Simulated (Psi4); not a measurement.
**triplet AlBH2OF2 at 3 levels**

Wanted: a comparison of 3 runs (U-wB97M-V/6-31G*, UB2PLYP/6-31G*, UCAM-B3LYP/6-31G*) of triplet AlBH2OF2. 

The calculation is run with Psi4 1.11.

## 1. Starting point

AlBH2OF2: 7 atoms, total charge 0, spin state triplet. As SMILES of the parent species, `O[B](F)[AlH][F]`. The coordinates come from a PBE0-D4/def2-TZVP relaxation. This is one conformer, not always the lowest. That shape belongs to the parent species and isn't relaxed for this state.

Bond lengths: O1–B2 1.351 Å, B2–F3 1.331 Å, B2–Al4 2.153 Å, Al4–F5 1.661 Å, O1–H6 0.961 Å, Al4–H7 1.580 Å. Angles: O1–B2–F3 115.5°, O1–B2–Al4 122.4°, F3–B2–Al4 122.1°, B2–Al4–F5 111.0°, B2–O1–H6 113.4°, B2–Al4–H7 132.2°, F5–Al4–H7 116.8°.

## 2. The energy at U-wB97M-V/6-31G(d) (spherical functions) (run 1)

The input, job.in:

```
memory 2200 MB

molecule {
  0 3
  O
  B 1 1.350512
  F 2 1.330589 1 115.49284
  Al 2 2.152635 3 122.09777 1 -179.99289
  F 4 1.660507 2 111.03628 3 -179.84343
  H 1 0.960501 2 113.4307 3 -179.99672
  H 4 1.580058 5 116.76961 6 179.90713
  symmetry c1
  no_reorient
  no_com
}

set {
  basis                6-31G*
  reference            uks
  puream               true
  e_convergence        1e-09
  d_convergence        1e-08
  scf_type             pk
  dft_radial_points    99
  dft_spherical_points 590
  maxiter              100
}

energy('wb97m-v')
print_variables()
```

Started as:

```console
$ psi4 -i job.in -o job.out -n 1
```

job.out:

```text
[...]
  Running in c1 symmetry.
[...]
  Nuclear repulsion =  190.104527916309877
[...]
  Multiplicity = 3
[...]
  Nalpha       = 24
  Nbeta        = 22
[...]
    Number of basis functions: 78
[...]
   @UKS iter   1:  -543.13104809991296   -8.95872e-01   8.12427e-03 ADIIS/DIIS
[...]
   @UKS iter  16:  -543.27997002603445   -2.95586e-12   4.94297e-09 DIIS
[...]
   @S^2 Observed:                2.003073767E+00
[...]
  @UKS Final Energy:  -543.27997002603445
   => Energetics <=
    Nuclear Repulsion Energy =            190.1045279163098769
    One-Electron Energy =               -1131.8625870210057656
    Two-Electron Energy =                 437.5109953783492642
    DFT Exchange-Correlation Energy =     -39.2238533982563169
    Empirical Dispersion Energy =           0.0000000000000000
    VV10 Nonlocal Energy =                  0.1909470985684568
    Total Energy =                       -543.2799700260344480
[...]
 Multipole Moments:
 ------------------------------------------------------------------------------------
     Multipole            Electronic (a.u.)      Nuclear  (a.u.)        Total (a.u.)
 ------------------------------------------------------------------------------------
 L = 1.  Multiply by 2.5417464519 to convert [e a0] to [Debye]
 Dipole X            :         -0.0039370            0.0053096            0.0013726
 Dipole Y            :         -1.1031723            1.0456465           -0.0575258
 Dipole Z            :          0.1762219           -0.3623810           -0.1861591
 Magnitude           :                                                    0.1948495
[...]
```

Wall time 1.9 min (1 thread of Intel Xeon 6975P-C (Granite Rapids), shared host); peak memory 1.2 GiB.

## 3. A single-point energy at UB2PLYP/6-31G(d) (density fitting for correlation, spherical functions) (run 2)

The input, run.py:

```python
import numpy as np
from ase.calculators.psi4 import Psi4
from ase import Atoms

a = Atoms(['O', 'B', 'F', 'Al', 'F', 'H', 'H'], positions=[
    [0.462300, -0.166500, 1.769000],
    [0.511800, -0.675600, 0.519100],
    [1.170800, -1.824800, 0.394500],
    [-0.411500, 0.301600, -1.162100],
    [-1.152700, 1.713100, -0.697800],
    [-0.019900, 0.662300, 1.825000],
    [-0.499600, -0.078200, -2.693300],
])
calc = Psi4(atoms=a, method='b2plyp', basis='6-31G*', memory='2200MB', num_threads=1, charge=0, multiplicity=3, label='albf2h2o', reference='uks')
calc.psi4.set_options({'puream': True, 'e_convergence': 1e-09, 'd_convergence': 1e-08, 'scf_type': 'pk', 'dft_radial_points': 99, 'dft_spherical_points': 590, 'num_frozen_docc': 9, 'maxiter': 100})
a.calc = calc

print(f'energy: {a.get_potential_energy():.6f} eV')
```

Started as:

```console
$ python run.py
```

albf2h2o.dat:

```text
[...]
  Running in c1 symmetry.
[...]
  Nuclear repulsion =  190.104529715395870
[...]
  Multiplicity = 3
[...]
  Nalpha       = 24
  Nbeta        = 22
[...]
    Number of basis functions: 78
[...]
   @UKS iter   1:  -542.65457833655410   -8.27456e-01   8.14639e-03 DIIS/ADIIS
[...]
   @UKS iter  15:  -542.80308242958904   -2.04636e-12   5.13998e-09 DIIS
[...]
   @S^2 Observed:                2.004381864E+00
[...]
  @UKS Final Energy:  -542.80308242958904
   => Energetics <=
    Nuclear Repulsion Energy =            190.1045297153958700
    One-Electron Energy =               -1132.0642376882105964
    Two-Electron Energy =                 424.5428069608063311
    DFT Exchange-Correlation Energy =     -25.3861814175805875
    Empirical Dispersion Energy =           0.0000000000000000
    VV10 Nonlocal Energy =                  0.0000000000000000
    Total Energy =                       -542.8030824295889261
[...]
 Multipole Moments:
 ------------------------------------------------------------------------------------
     Multipole            Electronic (a.u.)      Nuclear  (a.u.)        Total (a.u.)
 ------------------------------------------------------------------------------------
 L = 1.  Multiply by 2.5417464519 to convert [e a0] to [Debye]
 Dipole X            :          0.5791663           -0.5732381            0.0059282
 Dipole Y            :         -0.9122505            0.9464908            0.0342403
 Dipole Z            :          0.1543948           -0.0166682            0.1377266
 Magnitude           :                                                    0.1420428
[...]
```

The script printed:

```text
energy: -14776.187895 eV
```

Run time: 15 s. Hardware: 1 thread of Intel Xeon 6975P-C (Granite Rapids), shared host; peak memory 0.99 GiB.

## 4. Energy and gradient at UCAM-B3LYP/6-31G(d) (spherical functions) (run 3)

The input, job.json:

```json
{
  "schema_name": "qcschema_input",
  "schema_version": 1,
  "molecule": {
    "schema_name": "qcschema_molecule",
    "schema_version": 2,
    "symbols": ["O", "B", "F", "Al", "F", "H", "H"],
    "geometry": [0.87362039, -0.3146394, 3.34292551, 0.96716183, -1.27669897, 0.98095683, 2.21249135, -3.44837223, 0.74549696, -0.7776223, 0.5699414, -2.19605073, -2.1782873, 3.23728982, -1.31865089, -0.03760555, 1.25156561, 3.44875018, -0.94410717, -0.14777658, -5.08959937],
    "molecular_charge": 0,
    "molecular_multiplicity": 3,
    "fix_symmetry": "c1",
    "fix_com": true,
    "fix_orientation": true
  },
  "driver": "gradient",
  "model": {
    "method": "cam-b3lyp",
    "basis": "6-31G*"
  },
  "keywords": {
    "reference": "uks",
    "puream": true,
    "e_convergence": 1e-09,
    "d_convergence": 1e-08,
    "scf_type": "pk",
    "dft_radial_points": 99,
    "dft_spherical_points": 590,
    "maxiter": 100,
    "scf_properties": ["MAYER_INDICES", "MULLIKEN_CHARGES", "LOWDIN_CHARGES"]
  }
}
```

Started as:

```console
$ psi4 --qcschema job.json -n 1 --memory 2200MB
```

stdout:

```text
[...]
  Running in c1 symmetry.
[...]
  Nuclear repulsion =  190.104529944184577
[...]
  Multiplicity = 3
[...]
  Nalpha       = 24
  Nbeta        = 22
[...]
    Number of basis functions: 78
[...]
   @UKS iter   1:  -543.12791644864785   -7.59079e-01   8.83750e-03 DIIS/ADIIS
[...]
   @UKS iter  15:  -543.29860112999859   -7.61702e-12   5.20334e-09 DIIS
[...]
   @S^2 Observed:                2.003547838E+00
[...]
  @UKS Final Energy:  -543.29860112999859
   => Energetics <=
    Nuclear Repulsion Energy =            190.1045299441845771
    One-Electron Energy =               -1132.0859213453113625
    Two-Electron Energy =                 438.2644162252609590
    DFT Exchange-Correlation Energy =     -39.5816259541328392
    Empirical Dispersion Energy =           0.0000000000000000
    VV10 Nonlocal Energy =                  0.0000000000000000
    Total Energy =                       -543.2986011299985876
[...]
  -Total Gradient:
     Atom            X                  Y                   Z
    ------   -----------------  -----------------  -----------------
       1        0.009415537366    -0.013936566451     0.005574604652
       2       -0.018564728178     0.026500924752    -0.013634656617
       3        0.006152952741    -0.004056052373     0.018275906685
       4        0.004576171624    -0.005745589510     0.005647895159
       5       -0.001012983241    -0.000611379472    -0.006836402913
       6        0.003889611820    -0.008734420629    -0.006445298833
       7       -0.004497023097     0.006646345270    -0.002621947361
[...]
```

The result, in JSON:

```text
{
 "driver": "gradient",
 "model": {
  "method": "cam-b3lyp",
  "basis": "6-31G*"
 },
 "success": true,
 "return_result": [0.009415537365996873, -0.013936566450718307, 0.005574604651622628, -0.018564728178097678, 0.026500924752187766, -0.01363465661747354, 0.006152952740676176, -0.004056052373424768, 0.01827590668536455, 0.004576171624369671, -0.005745589509546768, 0.0056478951588330994, -0.001012983240667814, -0.00061137947238811, -0.006836402913409166, 0.0038896118196192764, -0.008734420628572909, -0.006445298832751269, -0.004497023097161357, 0.006646345270108454, -0.0026219473610934185],
 "properties": {
  "calcinfo_nbasis": 78,
  "calcinfo_nmo": 78,
  "calcinfo_nalpha": 24,
  "calcinfo_nbeta": 22,
  "calcinfo_natom": 7,
  "nuclear_repulsion_energy": 190.10452994418458,
  "return_energy": -543.2986011299986,
  "return_gradient": [0.009415537365996873, -0.013936566450718307, 0.005574604651622628, -0.018564728178097678, 0.026500924752187766, -0.01363465661747354, 0.006152952740676176, -0.004056052373424768, 0.01827590668536455, 0.004576171624369671, -0.005745589509546768, 0.0056478951588330994, -0.001012983240667814, -0.00061137947238811, -0.006836402913409166, 0.0038896118196192764, -0.008734420628572909, -0.006445298832751269, -0.004497023097161357, 0.006646345270108454, -0.0026219473610934185],
  "scf_one_electron_energy": -1132.0859213453114,
  "scf_two_electron_energy": 438.26441622526096,
  "scf_xc_energy": -39.58162595413284,
  "scf_dipole_moment": [0.012851977331489461, 0.037668125674687136, 0.18156717642602338],
  "scf_total_energy": -543.2986011299986,
  "scf_total_gradient": [0.009415537365996873, -0.013936566450718307, 0.005574604651622628, -0.018564728178097678, 0.026500924752187766, -0.01363465661747354, 0.006152952740676176, -0.004056052373424768, 0.01827590668536455, 0.004576171624369671, -0.005745589509546768, 0.0056478951588330994, -0.001012983240667814, -0.00061137947238811, -0.006836402913409166, 0.0038896118196192764, -0.008734420628572909, -0.006445298832751269, -0.004497023097161357, 0.006646345270108454, -0.0026219473610934185],
  "scf_iterations": 15
 }
}
```

Wall time 24 s (1 thread of Intel Xeon 6975P-C (Granite Rapids), shared host); peak memory 1 GiB.

## 5. All runs side by side

```csv
run,level,frozen core orbitals,fitting correlation,energy (Eh),dipole moment (D),HOMO energy (eV),LUMO energy (eV),wall time
1,U-wB97M-V/6-31G* (spherical functions),0,–,-543.279970,0.50,-5.90,-4.02,1.9 min
2,"UB2PLYP/6-31G* (density fitting for correlation, spherical functions)",9,density fitting,-543.014894,–,-5.13,-4.47,15 s
3,UCAM-B3LYP/6-31G* (spherical functions),0,–,-543.298601,0.47,-5.38,-4.70,24 s
```

## 6. Outcome

```
                                 quantity          value
                      run 3: total energy  -543.29860 Eh
                     run 3: dipole moment         0.47 D
run 3: HOMO energy (highest over α and β)       -5.38 eV
 run 3: LUMO energy (lowest over α and β)       -4.70 eV
                              run 3: ⟨S²⟩          2.004
          run 3: largest force on an atom     1.806 eV/Å
```

In words: Totals of different functionals can't be ranked against each other. All runs together took 2.5 min, the longest 1.9 min.
